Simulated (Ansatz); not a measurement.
# Rb: the cost of one run

Method: DFT PBE, scalar-relativistic, plane waves, PAW, in Ansatz 0.2.0.

The COD entry's cell or inner coordinates are ideal or old and differ from later refinements, so a difference from it is no clean test against experiment.

1 further run of the same task is left out (set aside as unsound or not needed).

## (1) The starting structure

It takes space group Im-3m (No. 229, cubic). The conventional cell has a = 5.670 Å, b = 5.670 Å, c = 5.670 Å, α = 90.00°, β = 90.00°, γ = 90.00°.

Structure file:

```
CELL_PARAMETERS angstrom
-2.83501 2.83501 2.83501
2.83501 -2.83501 2.83501
2.83501 2.83501 -2.83501
ATOMIC_POSITIONS crystal
Rb 0.00000 0.00000 0.00000
```

This cell was relaxed beforehand with the same method: volume 91.14 Å³/atom, gap on the mesh none (metal).

## (2) Tight relaxation for the response runs, with the smearing for a metal

The response runs start from a cell at rest, found with their own mesh and filling of the bands.

The input, input.yaml:

```yaml
crystal:
  lattice:
    - [-2.8350111679, 2.8350111679, 2.8350111679]
    - [2.8350111679, -2.8350111679, 2.8350111679]
    - [2.8350111679, 2.8350111679, -2.8350111679]
  atoms:
    - { symbol: Rb, position: [0.0, 0.0, 0.0] }
basis:
  ecutwfc: 420
kpoints:
  mp_grid: { grid: [12, 12, 12] }
hamiltonian:
  xc: pbe
scf:
  occupations: { method: fermi_dirac, width: 0.15 }
output:
  forces: true
  stress: true
  eigenvalues: true
  write_density: true
  write_potential: true
  elf: true
  volumetric_format: npy
relax:
  adjacent_minimum: "off"
  f_tol: 0.001
  max_steps: 60
  cell: { stress_tol: 0.01 }
```

Launch:

```bash
ansatz run input.yaml --threads 1 --pin off --max-ram 2560MiB --backend cpu --events-out ev --progress --plain --runs-dir out
```

What time and memory should one allow on 1 thread of Intel Xeon Platinum 8488C (Sapphire Rapids), shared host?

About 9.8 s, with a peak of 0.48 GiB.
